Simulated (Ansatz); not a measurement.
# CH₅GeI: a ladder of functionals and wavefunction methods

The task here is to estimate one member of a computed series from the others.

The runs use Ansatz 0.2.0, Gaussian basis; functionals in def2-TZVPP, the program's frozen cores in correlated methods.

The runs, in order: LDA (SPW92), PBE-D4, revPBE-D4, BLYP-D4, r2SCAN-D4, B97M-V, PBE0-D4, B3LYP-D4, r2SCANh-D4, r2SCAN0-D4, HSE06-D4, BHLYP-D4, CAM-B3LYP-D4, LC-ωPBE, ωB97X-V, ωB97M-V, B2PLYP, PBE-QIDH; CCSD(T)/def2-SVP; CCSD(T)/def2-TZVPP; MP2/def2-QZVPP; extrapolation to the limit; RPA on PBE.

### The geometry

An earlier PBE0-D4 in a triple-zeta def2 set relaxation fixed the geometry. I takes the def2 core potential; no spin-orbit term is included.

SMILES `[CH3][GeH2][I]`, 8 atoms, charge 0, spin multiplicity 1.

Atoms are counted from 1 here; the program's logs count them from 0.

Bond lengths: C1–Ge2 1.943 Å, C1–H4 1.090 Å, C1–H5 1.090 Å, C1–H6 1.092 Å, Ge2–I3 2.525 Å, Ge2–H7 1.536 Å, Ge2–H8 1.536 Å. Angles: Ge2–C1–H4 109.9°, Ge2–C1–H5 109.9°, Ge2–C1–H6 109.6°, H4–C1–H5 109.1°, H4–C1–H6 109.2°, H5–C1–H6 109.2°, C1–Ge2–I3 108.3°, C1–Ge2–H7 112.4°, C1–Ge2–H8 112.4°, I3–Ge2–H7 106.4°, I3–Ge2–H8 106.4°, H7–Ge2–H8 110.4°.

Coordinates:

```
atom     x (Å)     y (Å)     z (Å)
  C1  -0.57446   0.85823  -0.30746
 Ge2   0.36439  -0.80640   0.04530
  I3   1.88644  -0.45353   2.02896
  H4   0.14256   1.64860  -0.52836
  H5  -1.16240   1.14421   0.56440
  H6  -1.24094   0.72938  -1.16285
  H7   1.26615  -1.22992  -1.12378
  H8  -0.58965  -1.94777   0.42790
```

The first run:

in.yaml reads:

```yaml
crystal:
  periodic: [false, false, false]
  atoms:
    - {symbol: C, position_ang: [-0.574457, 0.858233, -0.307465]}
    - {symbol: Ge, position_ang: [0.364391, -0.806398, 0.045304]}
    - {symbol: I, position_ang: [1.886442, -0.453534, 2.028959]}
    - {symbol: H, position_ang: [0.142565, 1.648602, -0.528365]}
    - {symbol: H, position_ang: [-1.162402, 1.144206, 0.564396]}
    - {symbol: H, position_ang: [-1.240941, 0.729379, -1.162853]}
    - {symbol: H, position_ang: [1.266154, -1.229921, -1.123776]}
    - {symbol: H, position_ang: [-0.589652, -1.947768, 0.427900]}
basis:
  gaussian: {orbitals: def2-TZVPP}
hamiltonian: {xc: lda}
output: {orbitals: {seedname: orbitals}}
```

Among the steps run: LDA; PBE-D4 (GGA); revPBE-D4 (GGA); BLYP-D4 (GGA); r2SCAN-D4 (meta-GGA); B97M-V (meta-GGA); PBE0-D4 (hybrid); B3LYP-D4 (hybrid); r2SCANh-D4 (hybrid); r2SCAN0-D4 (hybrid); HSE06-D4 (hybrid); BHLYP-D4 (hybrid); CAM-B3LYP-D4 (range-separated); LC-ωPBE-D4 (range-separated; the results give it without D4); ωB97X-V (range-separated); ωB97M-V (range-separated); B2PLYP (double hybrid); PBE-QIDH (double hybrid).

One of the session's tables, all rows but one given; the rest of the session is left out.

It belongs to the step «Orbital energies across the functionals». 

```
  functional  HOMO (eV)  gap (eV)
 LDA (SPW92)          ?         ?
      PBE-D4      -6.28      4.69
   revPBE-D4      -6.23      4.74
     BLYP-D4      -6.10      4.59
   r2SCAN-D4      -6.57      5.24
      B97M-V      -6.60      5.31
     PBE0-D4      -7.41      6.68
    B3LYP-D4      -7.16      6.17
  r2SCANh-D4      -6.99      5.95
  r2SCAN0-D4      -7.61      7.01
    HSE06-D4      -7.02      5.91
    BHLYP-D4      -8.37      8.52
CAM-B3LYP-D4      -8.65      8.88
     LC-ωPBE     -10.00     11.38
     ωB97X-V      -9.67     10.94
     ωB97M-V      -9.54     10.62
```

**Question.** Estimate the row for LDA (SPW92).

**Answer.** HOMO (eV): -6.41; gap (eV): 4.57. In the column «HOMO (eV)» it lies between r2SCAN-D4 (-6.57) and PBE-D4 (-6.28).
